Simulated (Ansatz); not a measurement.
# Al3Au (I4/mmm) in Ansatz: a series of runs

Runs on Al3Au. Level: r2SCAN. Tasks: single point, equation of state.

Everything below comes from runs of Ansatz 0.2.0. Logs are shortened: lines on timing, memory, paths and dates and some standing lists are left out, and cuts for length are marked.

## (1) The structure

The structure is tetragonal, space group I4/mmm (No. 139). The conventional cell has a = 4.051 Å, b = 4.051 Å, c = 8.113 Å, α = 90.00°, β = 90.00°, γ = 90.00°. Au (site symmetry 4/mmm) has 12 Al at 2.86 to 2.87 Å as nearest neighbours. Around Al (site symmetry 4/mmm) lie 4 Au at 2.86 Å and 8 Al at 2.87 Å. Al (site symmetry -4m2) is surrounded by 8 Al at 2.86 to 2.87 Å and 4 Au at 2.87 Å.

The cell comes from a database or a generator and needn't be the stable form of this composition.

## (2) Single point, r2SCAN, 15.64 Å³/atom (volume scaled by 0.94)

input.yaml reads:

```yaml
crystal:
  lattice:
    - [-1.9839880723, 1.9839880723, 3.9737890086]
    - [1.9839880723, -1.9839880723, 3.9737890086]
    - [1.9839880723, 1.9839880723, -3.9737890086]
  atoms:
    - { symbol: Au, position: [0.0, 0.0, 0.0] }
    - { symbol: Al, position: [0.5, 0.5, 0.0] }
    - { symbol: Al, position: [0.25, 0.75, 0.5] }
    - { symbol: Al, position: [0.75, 0.25, 0.5] }
hamiltonian:
  xc: r2scan
  pseudopotentials: { kind: paw }
kpoints:
  mp_grid: { grid: [9, 9, 9] }
scf:
  occupations: { method: fermi_dirac, width: 0.05 }
output:
  forces: true
  stress: true
  eigenvalues: true
  write_density: true
  write_potential: true
  elf: true
  volumetric_format: npy
```

Potentials or basis: Ansatz PAW.

Run with:

```
> ansatz run input.yaml --threads 2 --pin off --max-ram 5632MiB --backend cpu --events-out ev --progress --plain --runs-dir out
```

The log of the run:

```text
Warning: RAYON_NUM_THREADS=2 ignored (pool sized by the plan → 2); use --threads N
Engine: ansatz 0.2.0, x86_64-unknown-linux-gnu
Pseudopotentials: kind: paw
Pseudopotential: Au, paw, valence charge 19, recommended cutoff 500 eV (meta_gga), Au.paw.azcp
Pseudopotential: Al, paw, valence charge 3, recommended cutoff 500 eV (meta_gga), Al.paw.azcp
Functional definition: r2SCAN
  parameter k0 = 0.174
  parameter k1 = 0.065
  parameter a1 = 4.9479
  exchange = r2scan_x(k0 = k0, k1 = k1, a1 = a1)
  correlation = r2scan_c
Crystal: 4 atoms, lattice volume = 62.567 Å³
Basis set: ecut = 500 eV, 1591 PW (Γ), exchange–correlation on 144×144×144 points (64 copies of the dense FFT grid, shifted against one another)
Bands: 18, of which v1, the nominal top of the filled ones, is band 14 counted from 1 (13 counted from 0)
Symmetry: 16 space group operations
Space group: I4/mmm (ITA 139), of the structure as read, at distance tolerance 4.0e-5 Å
k-points: 75 of 729
Non-local potential: Au, projectors of the file, l = 0: 3, l = 1: 2, l = 2: 2, l = 3: 1
Non-local potential: Al, projectors of the file, l = 0: 2, l = 1: 2, l = 2: 1
PAW form: soft (Blöchl's): semilocal exchange-correlation on the pseudo side does not see the compensation charge
PAW frozen core: Au, regenerated for the run's functional (the file was generated under x = pbe(κ = 0.804, μ = 0.2195149727645171), c = pbe(β = 0.06672455060314922))
PAW frozen core: Al, regenerated for the run's functional (the file was generated under x = pbe(κ = 0.804, μ = 0.2195149727645171), c = pbe(β = 0.06672455060314922))
PAW one-centre angular grid: Au, 590 points (default); XC on 160 Gauss nodes
PAW one-centre angular grid: Al, 302 points (default); XC on 160 Gauss nodes
Initial density: superposition of atomic densities (neutral atoms: chi_scale 0, normalization atom), corrected by the library's trained network
Initial wavefunctions: pseudopotential atomic-orbital guess
Functional: x = r2scan, c = r2scan; τ floored in thin density (d = 2e-4 eV/Å³)
SCF iter   1: F=—  HF=-14785.081327 eV  |F-HF|=—  |Δ(HF+E_count)|=         —  Δρ=1.02e-2  dr2=1.08e-1  dr2_τ=3.36e-2  ethr=1.77e-3  ⟨swp⟩=6.3  Hψ=7378  notcnv=0
preconditioner: auto → Kerker (q_TF=auto, 2.386 Å⁻¹)  [metal: Δε(μ)=0.015 eV  Ē_g=8.503 eV  σ=0.050 eV  W_gap=0.08  n_scr=14 (ndim 8)  ℏωp=21.0 eV  f_vac=0.000  D(μ)=1.05/eV (n_scr^D=2)]
SCF iter   2: F=—  HF=-14785.107249 eV  |F-HF|=—  |Δ(HF+E_count)|=   2.59e-2  Δρ=3.90e-3  dr2=1.44e-2  dr2_τ=2.46e-3  ethr=3.86e-4  ⟨swp⟩=2.6  Hψ=2864  notcnv=0  defer=4
SCF iter   3: F=—  HF=-14785.106171 eV  |F-HF|=—  |Δ(HF+E_count)|=   1.08e-3  Δρ=2.13e-3  dr2=3.42e-3  dr2_τ=6.16e-5  ethr=5.15e-5  ⟨swp⟩=1.9  Hψ=1931  notcnv=0  defer=4
SCF iter   4: F=—  HF=-14785.105484 eV  |F-HF|=—  |Δ(HF+E_count)|=   6.87e-4  Δρ=4.02e-4  dr2=1.07e-4  dr2_τ=2.96e-6  ethr=1.22e-5  ⟨swp⟩=2.2  Hψ=2399  notcnv=0  defer=4
SCF iter   5: F=—  HF=-14785.105472 eV  |F-HF|=—  |Δ(HF+E_count)|=   1.24e-5  Δρ=8.07e-5  dr2=3.01e-6  dr2_τ=1.51e-7  ethr=3.83e-7  ⟨swp⟩=2.3  Hψ=2183  notcnv=0  defer=4
SCF iter   6: F=—  HF=-14785.105471 eV  |F-HF|=—  |Δ(HF+E_count)|=   8.98e-7  Δρ=1.48e-5  dr2=1.71e-7  dr2_τ=2.12e-9  ethr=1.07e-8  ⟨swp⟩=2.9  Hψ=2698  notcnv=0  defer=4
SCF iter   7: F=-14785.105471 eV  HF=-14785.105471 eV  |F-HF|=4.10e-9  |Δ(HF+E_count)|=   1.14e-7  Δρ=5.43e-6  dr2=1.95e-8  dr2_τ=9.59e-10  ethr=3.57e-10  ⟨swp⟩=9.0  Hψ=8939  notcnv=0
SCF 1 converged in 7 iterations: F = -14785.105471 eV  dr2 = 1.95e-8
SCF converged after 7 iterations
Free energy (F): -14785.105471 eV
Harris-Foulkes:  -14785.105471 eV  (|F-HF|=4.10e-9)
Internal energy: -14785.097376 eV  (E = F + TS)
E sigma→0 (E₀):  -14785.101423 eV
Entropy (-TS):   -0.008095 eV (-2.024 meV/atom)
Fermi energy:    12.556795 eV
--- Per-component energies (eV) ---
  E_band       = -339.562060
  E_kinetic    = 677.343708
  E_local      = -2954.249557  (includes V_loc(G=0)·N_el)
  E_nonlocal   = 100.695985
  E_hartree    = 1299.638019
  E_xc         = -331.063209
  E_vxc        = -405.685995  (∫ρ·V_xc dr)
  E_paw        = -11148.455028  (= ΣΔE_a)
  E_vpaw       = -382.664216  (= ΣTr[D̂ρ^β])
  E_aug_tail   = 0.000719  (compensation charges beyond the density's cutoff)
  E_vtau       = 25.714427  (kinetic-family band-sum trace: ∫τ·v_τ [+ j·A + Jᵃ·Aᵃ] dr)
  E_ewald      = -2428.651365
  E_core_change = -0.356648  (= ΣΔE_core)
  E_smearing   = -0.008095  (= −TS)
  E_closure    = -0.000000  (closes the sum)
  Σ components = -14785.105471   (vs F -14785.105471, Δ=0.00e0)
--- Forces (eV/Å), atoms counted from 1 ---
  atom   1  Au     0.00000000     0.00000000    -0.00000000
  atom   2  Al     0.00000000     0.00000000     0.00000000
  atom   3  Al     0.00000000    -0.00000000     0.00000000
  atom   4  Al     0.00000000    -0.00000000     0.00000000
  max |Σ_I F_I| component: 2.78e-17 eV/Å
--- Stress (GPa, compression-positive) ---
        4.055452       0.000000       0.000000
        0.000000       4.055452       0.000000
       -0.000000      -0.000000       3.808738
  P = ⅓ Tr σ = 3.9732 GPa (39.732 kbar)
--- Band table (eV; the first three rows and the last of 75) ---
  k-point 0: bands = ["-96.6847", "-47.5067", "-47.5026", "-47.5026", "0.1379", "5.7421", "5.8546", "6.0468", "6.0468", "6.6295", "9.5107", "12.4194", "12.4194", "13.1393", "13.2342", "13.4544", "13.4544", "13.9517"]
  k-point 1: bands = ["-96.6847", "-47.5067", "-47.5028", "-47.5028", "0.4016", "5.8066", "5.8901", "5.9498", "5.9589", "6.4758", "9.9300", "11.3660", "11.4663", "11.7862", "12.4213", "13.3573", "15.5512", "15.6445"]
  k-point 2: bands = ["-96.6847", "-47.5066", "-47.5034", "-47.5033", "1.1767", "5.5128", "5.8475", "6.0182", "6.0334", "6.1898", "9.7176", "10.4523", "10.5343", "11.0241", "11.6796", "13.3809", "13.7501", "17.8821"]
  k-point 74: bands = ["-96.6847", "-47.5069", "-47.5029", "-47.5026", "2.6650", "2.9119", "5.4839", "6.5238", "6.5676", "6.5972", "6.6007", "8.8549", "9.8434", "12.8056", "14.6252", "17.4717", "18.2428", "18.3256"]
```

v_z.tsv:

```text
# z_ang	v_es[eV]	v_tot[eV]
# format = ansatz-planar-average/11
# xc	r2scan
# density_cutoff_ev	2000
# datasets	Au=:simpson_from_first_knot:soft:shift=0	Al=:simpson_from_first_knot:soft:shift=0
# lattice	-1.983988072	1.983988072	3.973789009
# lattice	1.983988072	-1.983988072	3.973789009
# lattice	1.983988072	1.983988072	-3.973789009
# sites	4
# site	79	0.000000000	0.000000000	0.000000000
# site	13	0.000000000	0.000000000	3.973789009
# site	13	1.983988072	-0.000000000	1.986894504
# site	13	-0.000000000	1.983988072	1.986894504
0.000000	4.405446e0	-8.694782e0
0.135125	4.415344e0	-8.670324e0
0.270250	4.446668e0	-8.574498e0
0.405375	4.504558e0	-8.394088e0
0.540501	4.594166e0	-8.157561e0
0.675626	4.715287e0	-7.863503e0
[... 28 lines left out ...]
4.594255	4.446668e0	-8.574498e0
4.729381	4.415344e0	-8.670324e0
```

It took 15 s on 2 threads of Intel Xeon at 2.50GHz (Skylake/Cascade Lake), shared host; peak memory 0.62 GiB.

What came out:

- Free energy: -14785.1055 eV
- Pressure: 4.0 GPa
- Band gap on the k mesh: none (metal or under the smearing width)

Caveat: the PAW data sets come from PBE, with cores solved anew for the run's functional, which leaves a small shift of forces and pressure.

## (3) Single point, r2SCAN, 15.97 Å³/atom (volume scaled by 0.96)

input.yaml, as its differences from that of step 2:

```diff
@@ -2,5 +2,5 @@
   lattice:
-    - [-1.9839880723, 1.9839880723, 3.9737890086]
-    - [1.9839880723, -1.9839880723, 3.9737890086]
-    - [1.9839880723, 1.9839880723, -3.9737890086]
+    - [-1.9979602797, 1.9979602797, 4.0017743603]
+    - [1.9979602797, -1.9979602797, 4.0017743603]
+    - [1.9979602797, 1.9979602797, -4.0017743603]
   atoms:
@@ -21,5 +21 @@
   eigenvalues: true
-  write_density: true
-  write_potential: true
-  elf: true
-  volumetric_format: npy
```

Potentials or basis: Ansatz PAW.

Run with:

```
> ansatz run input.yaml --threads 2 --pin off --max-ram 5632MiB --backend cpu --events-out ev --progress --plain --runs-dir out
```

Wall time 13 s (2 threads of Intel Xeon at 2.50GHz (Skylake/Cascade Lake), shared host); peak memory 0.63 GiB.

Results (log left out):

| Quantity | Value |
| --- | --- |
| Free energy | -14785.1277 eV |
| Pressure | 1.4 GPa |
| Band gap on the k mesh | none (metal or under the smearing width) |

Caveat: the PAW data sets come from PBE, with cores solved anew for the run's functional, which leaves a small shift of forces and pressure.

## (4) Single point, r2SCAN, 16.31 Å³/atom (volume scaled by 0.98)

input.yaml, as its differences from that of step 3:

```diff
@@ -2,5 +2,5 @@
   lattice:
-    - [-1.9979602797, 1.9979602797, 4.0017743603]
-    - [1.9979602797, -1.9979602797, 4.0017743603]
-    - [1.9979602797, 1.9979602797, -4.0017743603]
+    - [-2.0117397515, 2.0117397515, 4.0293736763]
+    - [2.0117397515, -2.0117397515, 4.0293736763]
+    - [2.0117397515, 2.0117397515, -4.0293736763]
   atoms:
```

Run with:

```
> ansatz run input.yaml --threads 2 --pin off --max-ram 5632MiB --backend cpu --events-out ev --progress --plain --runs-dir out
```

Run time: 13 s. Hardware: 2 threads of Intel Xeon at 2.50GHz (Skylake/Cascade Lake), shared host; peak memory 0.63 GiB.

Results (log left out):

- Free energy: -14785.1299 eV
- Pressure: -0.8 GPa
- Band gap on the k mesh: none (metal or under the smearing width)

Caveat: the PAW data sets come from PBE, with cores solved anew for the run's functional, which leaves a small shift of forces and pressure.

## (5) Single point, r2SCAN, 16.64 Å³/atom

input.yaml, as its differences from that of step 4:

```diff
@@ -2,5 +2,5 @@
   lattice:
-    - [-2.0117397515, 2.0117397515, 4.0293736763]
-    - [2.0117397515, -2.0117397515, 4.0293736763]
-    - [2.0117397515, 2.0117397515, -4.0293736763]
+    - [-2.025333, 2.025333, 4.0566]
+    - [2.025333, -2.025333, 4.0566]
+    - [2.025333, 2.025333, -4.0566]
   atoms:
```

Run with:

```
> ansatz run input.yaml --threads 2 --pin off --max-ram 5632MiB --backend cpu --events-out ev --progress --plain --runs-dir out
```

Wall time 13 s (2 threads of Intel Xeon at 2.50GHz (Skylake/Cascade Lake), shared host); peak memory 0.71 GiB.

It converged, with:

```
Free energy            : -14785.1145 eV
Pressure               : -2.8 GPa
Band gap on the k mesh : none (metal or under the smearing width)
```

Caveat: the PAW data sets come from PBE, with cores solved anew for the run's functional, which leaves a small shift of forces and pressure.

## (6) Single point, r2SCAN, 16.97 Å³/atom (volume scaled by 1.02)

input.yaml, as its differences from that of step 5:

```diff
@@ -2,5 +2,5 @@
   lattice:
-    - [-2.025333, 2.025333, 4.0566]
-    - [2.025333, -2.025333, 4.0566]
-    - [2.025333, 2.025333, -4.0566]
+    - [-2.0387461922, 2.0387461922, 4.0834656836]
+    - [2.0387461922, -2.0387461922, 4.0834656836]
+    - [2.0387461922, 2.0387461922, -4.0834656836]
   atoms:
@@ -21 +21,5 @@
   eigenvalues: true
+  write_density: true
+  write_potential: true
+  elf: true
+  volumetric_format: npy
```

Potentials or basis: Ansatz PAW.

Run with:

```
> ansatz run input.yaml --threads 2 --pin off --max-ram 5632MiB --backend cpu --events-out ev --progress --plain --runs-dir out
```

Wall time 17 s (2 threads of Intel Xeon at 2.50GHz (Skylake/Cascade Lake), shared host); peak memory 0.72 GiB.

It converged, with:

```
Free energy            : -14785.0832 eV
Pressure               : -4.6 GPa
Band gap on the k mesh : none (metal or under the smearing width)
```

Caveat: the PAW data sets come from PBE, with cores solved anew for the run's functional, which leaves a small shift of forces and pressure.

## (7) Single point, r2SCAN, 17.31 Å³/atom (volume scaled by 1.04)

input.yaml, as its differences from that of step 6:

```diff
@@ -2,5 +2,5 @@
   lattice:
-    - [-2.0387461922, 2.0387461922, 4.0834656836]
-    - [2.0387461922, -2.0387461922, 4.0834656836]
-    - [2.0387461922, 2.0387461922, -4.0834656836]
+    - [-2.0519851748, 2.0519851748, 4.1099824375]
+    - [2.0519851748, -2.0519851748, 4.1099824375]
+    - [2.0519851748, 2.0519851748, -4.1099824375]
   atoms:
@@ -21,5 +21 @@
   eigenvalues: true
-  write_density: true
-  write_potential: true
-  elf: true
-  volumetric_format: npy
```

Run with:

```
> ansatz run input.yaml --threads 2 --pin off --max-ram 5632MiB --backend cpu --events-out ev --progress --plain --runs-dir out
```

Wall time 14 s (2 threads of Intel Xeon at 2.50GHz (Skylake/Cascade Lake), shared host); peak memory 0.72 GiB.

It converged, with:

```
Free energy            : -14785.0381 eV
Pressure               : -6.2 GPa
Band gap on the k mesh : none (metal or under the smearing width)
```

Caveat: the PAW data sets come from PBE, with cores solved anew for the run's functional, which leaves a small shift of forces and pressure.

## (8) Single point, r2SCAN, 17.64 Å³/atom (volume scaled by 1.06)

input.yaml, as its differences from that of step 7:

```diff
@@ -2,5 +2,5 @@
   lattice:
-    - [-2.0519851748, 2.0519851748, 4.1099824375]
-    - [2.0519851748, -2.0519851748, 4.1099824375]
-    - [2.0519851748, 2.0519851748, -4.1099824375]
+    - [-2.0650554965, 2.0650554965, 4.1361613754]
+    - [2.0650554965, -2.0650554965, 4.1361613754]
+    - [2.0650554965, 2.0650554965, -4.1361613754]
   atoms:
```

Run with:

```
> ansatz run input.yaml --threads 2 --pin off --max-ram 5632MiB --backend cpu --events-out ev --progress --plain --runs-dir out
```

Run time: 15 s. Hardware: 2 threads of Intel Xeon at 2.50GHz (Skylake/Cascade Lake), shared host; peak memory 0.72 GiB.

The run converged. Its results:

```
Free energy            : -14784.9806 eV
Pressure               : -7.6 GPa
Band gap on the k mesh : none (metal or under the smearing width)
```

Caveat: the PAW data sets come from PBE, with cores solved anew for the run's functional, which leaves a small shift of forces and pressure.

## (9) Equation of state, r2SCAN

Potentials or basis: Ansatz PAW.

This step only gathers the single runs of the series.

Results:

```yaml
Equilibrium_volume: 16.18 Å³/atom
Bulk_modulus_at_fixed_shape_and_positions: 109 GPa
Pressure_derivative_of_the_bulk_modulus: 4.8
```

Energy against volume, from the lowest point:
| volume (Å³/atom) | energy (meV/atom) |
| --- | --- |
| 15.642 | 6.12 |
| 15.974 | 0.56 |
| 16.307 | 0.00 |
| 16.640 | 3.87 |
| 16.973 | 11.67 |
| 17.306 | 22.96 |
| 17.638 | 37.34 |

Caveat: the cell was scaled at fixed shape and fractional positions, which overstates the stiffness of a crystal with free parameters, most of all of layers and chains; the PAW data sets were made with another functional, which shifts forces and pressure a little. The run has no spin-orbit coupling, so splittings on Au are missing.
